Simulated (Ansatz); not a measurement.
Predict the output of the script below (Ansatz 0.2.0 through its Python package).

`alh3o2se.xyz`
```text
7

O    -1.58580    0.76290    0.75150
Al   -0.23370   -0.30970    0.35070
O     1.17180   -0.40420    1.47660
Se   -0.18520   -1.60870   -1.66290
H    -1.38870    1.66130    0.29730
H     1.82580    0.30930    1.16420
H     0.45700   -0.47890   -2.42300
```

Script `alh3o2se.py`:
```python
# -*- coding: utf-8 -*-
'''AlH3O2Se at several levels of theory.'''

from dataclasses import dataclass

import ansatz


@dataclass(frozen=True)
class Options:
    basis: str = 'def2-SVP'


settings = Options()


def main():
    molecule = ansatz.Crystal.molecule_from_extxyz('alh3o2se.xyz')

    calc = molecule.calculation().basis(gaussian=settings.basis)

    methods = ['mp2', 'ccsd', 'ccsd_t']
    batch = ansatz.Session.batch([calc.correlation(m).input() for m in methods])
    reports = sorted(batch.plan().execute().molecular_reports, key=lambda each: each['member'])
    print(f'Hartree-Fock reference {reports[0]["reference_energy_ev"] / 27.211386246:.6f} Ha')
    best = reports[-1]['free_energy_ev'] - reports[-1]['reference_energy_ev']
    for method, each in zip(methods, reports):
        gained = each['free_energy_ev'] - each['reference_energy_ev']
        print(f'{method:8s} total {each["free_energy_ev"] / 27.211386246:.6f} Ha  correlation {gained:9.4f} eV  ({100 * gained / best:.1f} % of the last)')


if __name__ == '__main__':
    main()
```

```console
$ python alh3o2se.py
Hartree-Fock reference -2792.856626 Ha
mp2      total -2793.537852 Ha  correlation  -18.5371 eV  (95.4 % of the last)
ccsd     total -2793.554322 Ha  correlation  -18.9853 eV  (97.7 % of the last)
ccsd_t   total -2793.570775 Ha  correlation  -19.4330 eV  (100.0 % of the last)
```

Notes:
- These settings explore the input space; basis and method may be short of convergence.
- The geometry is a force-field or estimated start, not a minimum of this method, and the basis set is short of its limit. A lower total doesn't mark the better method: functionals have no common bound, and MP2 and coupled cluster aren't variational.
- Inner cores stay frozen; a filled d shell under the valence of the heavier atoms is correlated with it.

(A comment or docstring line of the script was reworded after the run, the code is as it ran; lines on the test bed's own set-up are left out of the output.)
